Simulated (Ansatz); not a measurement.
# C3H10Si2: one species, many methods

One table from this session's results is given with a row withheld; the runs are named, their logs left out.

Computed with Ansatz 0.2.0, Gaussian basis. Level: functionals in def2-TZVPP, the program's frozen cores in correlated methods.

The runs, in order: LDA (SPW92), PBE-D4, revPBE-D4, BLYP-D4, r2SCAN-D4, B97M-V, PBE0-D4, B3LYP-D4, r2SCANh-D4, r2SCAN0-D4, HSE06-D4, BHLYP-D4, CAM-B3LYP-D4, LC-ωPBE, ωB97X-V, ωB97M-V, B2PLYP, PBE-QIDH; CCSD(T)/def2-SVP; CCSD(T)/def2-TZVPP; MP2/def2-QZVPP; extrapolation to the limit; RPA on PBE.

## Structure used throughout

The geometry comes from an earlier relaxation with PBE0-D4 in a triple-zeta def2 set; it is a stationary point, not always the lowest conformer.

SMILES `C=C([SiH3])C[SiH3]`, 15 atoms, charge 0, spin multiplicity 1.

Atoms are counted from 1 here; the program's logs count them from 0.

Bond lengths: C1–C2 1.334 Å, C1–H6 1.085 Å, C1–H7 1.089 Å, C2–Si3 1.870 Å, C2–C4 1.501 Å, Si3–H8 1.490 Å, Si3–H9 1.485 Å, Si3–H10 1.488 Å, C4–Si5 1.888 Å, C4–H11 1.096 Å, C4–H12 1.095 Å, Si5–H13 1.486 Å, Si5–H14 1.486 Å, Si5–H15 1.489 Å. Angles: C2–C1–H6 121.9°, C2–C1–H7 121.8°, H6–C1–H7 116.4°, C1–C2–Si3 119.1°, C1–C2–C4 122.1°, Si3–C2–C4 118.8°, C2–Si3–H8 109.6°, C2–Si3–H9 109.5°, C2–Si3–H10 111.3°, H8–Si3–H9 109.6°, H8–Si3–H10 107.2°, H9–Si3–H10 109.5°, C2–C4–Si5 111.5°, C2–C4–H11 111.0°, C2–C4–H12 111.7°, Si5–C4–H11 107.3°, Si5–C4–H12 108.2°, H11–C4–H12 107.0° and more.

Geometry (Å):

```csv
atom,x (Å),y (Å),z (Å)
C1,-0.13217,0.05797,1.89438
C2,-0.39015,-0.19366,0.60970
Si3,-1.99427,0.41748,-0.13268
C4,0.56752,-0.95244,-0.26166
Si5,1.76986,0.20727,-1.14036
H6,-0.81629,0.62559,2.51568
H7,0.77643,-0.29816,2.37662
H8,-2.79879,-0.74211,-0.60900
H9,-2.76121,1.16962,0.89331
H10,-1.74479,1.29397,-1.30923
H11,1.16572,-1.65321,0.33104
H12,0.04412,-1.54219,-1.02163
H13,2.62547,0.88261,-0.12988
H14,1.03109,1.24008,-1.91255
H15,2.63578,-0.56352,-2.07433
```

Set-up of the first run:

in.yaml reads:

```yaml
crystal:
  periodic: [false, false, false]
  atoms:
    - {symbol: C, position_ang: [-0.132171, 0.057971, 1.894380]}
    - {symbol: C, position_ang: [-0.390154, -0.193659, 0.609699]}
    - {symbol: Si, position_ang: [-1.994273, 0.417477, -0.132683]}
    - {symbol: C, position_ang: [0.567519, -0.952443, -0.261663]}
    - {symbol: Si, position_ang: [1.769859, 0.207271, -1.140359]}
    - {symbol: H, position_ang: [-0.816292, 0.625592, 2.515676]}
    - {symbol: H, position_ang: [0.776429, -0.298155, 2.376619]}
    - {symbol: H, position_ang: [-2.798786, -0.742110, -0.609000]}
    - {symbol: H, position_ang: [-2.761212, 1.169616, 0.893314]}
    - {symbol: H, position_ang: [-1.744794, 1.293965, -1.309235]}
    - {symbol: H, position_ang: [1.165718, -1.653205, 0.331045]}
    - {symbol: H, position_ang: [0.044115, -1.542193, -1.021630]}
    - {symbol: H, position_ang: [2.625468, 0.882610, -0.129881]}
    - {symbol: H, position_ang: [1.031093, 1.240081, -1.912554]}
    - {symbol: H, position_ang: [2.635781, -0.563519, -2.074328]}
basis:
  gaussian: {orbitals: def2-TZVPP}
hamiltonian: {xc: lda}
output: {orbitals: {seedname: orbitals}}
```

Among the steps run: LDA; PBE-D4 (GGA); revPBE-D4 (GGA); BLYP-D4 (GGA); r2SCAN-D4 (meta-GGA); B97M-V (meta-GGA); PBE0-D4 (hybrid); B3LYP-D4 (hybrid); r2SCANh-D4 (hybrid); r2SCAN0-D4 (hybrid); HSE06-D4 (hybrid); BHLYP-D4 (hybrid); CAM-B3LYP-D4 (range-separated); LC-ωPBE (range-separated); ωB97X-V (range-separated); ωB97M-V (range-separated); B2PLYP (double hybrid); PBE-QIDH (double hybrid).

One table of the session follows, with a row left open; its other results are not shown here.

It belongs to the step «Orbital energies across the functionals». 

| functional | HOMO (eV) | gap (eV) |
| --- | --- | --- |
| LDA (SPW92) | -6.45 | 4.81 |
| PBE-D4 | -6.30 | 4.87 |
| revPBE-D4 | -6.24 | 4.89 |
| BLYP-D4 | -6.14 | 4.87 |
| r2SCAN-D4 | -6.49 | 5.26 |
| B97M-V | -6.59 | 5.31 |
| PBE0-D4 | -7.37 | 6.91 |
| B3LYP-D4 | -7.15 | 6.50 |
| r2SCANh-D4 | -6.89 | 6.02 |
| r2SCAN0-D4 | ? | ? |
| HSE06-D4 | -6.97 | 6.13 |
| BHLYP-D4 | -8.28 | 8.93 |
| CAM-B3LYP-D4 | -8.64 | 9.35 |
| LC-ωPBE | -10.00 | 11.82 |
| ωB97X-V | -9.63 | 11.37 |
| ωB97M-V | -9.54 | 11.12 |

Estimate the missing values for r2SCAN0-D4.

Worked estimate for «HOMO (eV)». Against the share of exact exchange, r2SCAN-D4 (0, -6.49), r2SCANh-D4 (0.1, -6.89) give a slope of -4.00 per unit share; at 0.25 the line stands at -7.49.

**Answer.** HOMO (eV): -7.50; gap (eV): 7.15. In «HOMO (eV)» the line misses by +0.01.
